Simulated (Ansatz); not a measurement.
# Li3LaTe: the cost of one run

Computed with Ansatz 0.2.0 (DFT PBE, scalar-relativistic, plane waves, PAW, unless a step's input says otherwise).

## (1) The structure to begin with

The structure is cubic, space group Pm-3m (No. 221). Conventional cell: a = 4.528 Å, b = 4.528 Å, c = 4.528 Å, α = 90.00°, β = 90.00°, γ = 90.00°. Li (site symmetry 4/mmm) is surrounded by 2 La at 2.26 Å and 8 Li at 3.20 Å and 4 Te at 3.20 Å. La (site symmetry m-3m) is surrounded by 6 Li at 2.26 Å. Around Te (site symmetry m-3m) lie 12 Li at 3.20 Å.

Structure file:

```
CELL_PARAMETERS angstrom
4.52844 0.00000 0.00000
0.00000 4.52844 0.00000
0.00000 0.00000 4.52844
ATOMIC_POSITIONS crystal
Li 0.00000 0.50000 0.50000
Li 0.50000 0.00000 0.50000
Li 0.50000 0.50000 0.00000
La 0.50000 0.50000 0.50000
Te 0.00000 0.00000 0.00000
```

Recipe of the guess: species swapped into a database cell of Mn3AgN (Pm-3m, No. 221), with Li on the Mn sites, Te on the Ag sites and La on the N sites. The dimensions are guesses.

## (2) The guess as it stands, on a coarse mesh

Input file input.yaml:

```yaml
crystal:
  lattice:
    - [4.52844377, 0.0, 0.0]
    - [0.0, 4.52844377, 0.0]
    - [0.0, 0.0, 4.52844377]
  atoms:
    - { symbol: Li, position: [0.0, 0.5, 0.5] }
    - { symbol: Li, position: [0.5, 0.0, 0.5] }
    - { symbol: Li, position: [0.5, 0.5, 0.0] }
    - { symbol: La, position: [0.5, 0.5, 0.5] }
    - { symbol: Te, position: [0.0, 0.0, 0.0] }
basis:
  ecutwfc: 420
kpoints:
  mp_grid: { grid: [4, 4, 4] }
hamiltonian:
  xc: pbe
scf:
  occupations: { method: gaussian, width: 0.1 }
  lower_state_search: "off"
output:
  forces: true
  stress: true
  eigenvalues: true
```

Launch:

```
> ansatz run input.yaml --threads 1 --pin off --max-ram 2560MiB --backend cpu --events-out ev --progress --plain --runs-dir out
```

Q: Estimate wall time and peak memory on 1 thread of AMD EPYC 7R43 (Zen 3), shared host.

About 2.1 s, with a peak of 0.42 GiB.
